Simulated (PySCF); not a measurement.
# As4 (Arsenic tetramer): the cost of one run

Computed with PySCF 2.14.0, with density-fitted response routines of our own, on a single molecule, in the gas phase or a continuum. Atoms are numbered from 0 throughout.

**1. The molecule as given**

4 atoms, charge 0, multiplicity 1; geometry from: GFN2-xTB. The atoms were then displaced at random by about 0.01 Å, so the start is not that level's minimum.

Bonds of the start (Å): As0–As1 2.38, As1–As2 2.38, As2–As3 2.35, As2–As0 2.34, As3–As0 2.38, As3–As1 2.36.

**2. Optimising the geometry at PBE0-D3(BJ)/def2-SVP**

The job: settings as JSON, then the geometry in Å.

```
{"job": {"xc": "PBE0", "basis": "def2-SVP", "d3": "d3bj", "grid": 1, "shake": 0.01, "kind": "geom"}, "charge": 0, "multiplicity": 1}
As    -0.956900     0.059160    -1.082370
As     0.659630     1.289580     0.149070
As     0.976790    -1.022680    -0.335740
As    -0.641530    -0.351430     1.236030
```

Run with:

```console
OMP_NUM_THREADS=1 python probes_run.py task.json out
```

The driver reads the jobs from task.json and runs them one after another.

Q: Estimate the wall time and peak memory of this first job on 1 thread of Arm Neoverse N1, shared host.

About 96 s, with a peak of 0.64 GiB.
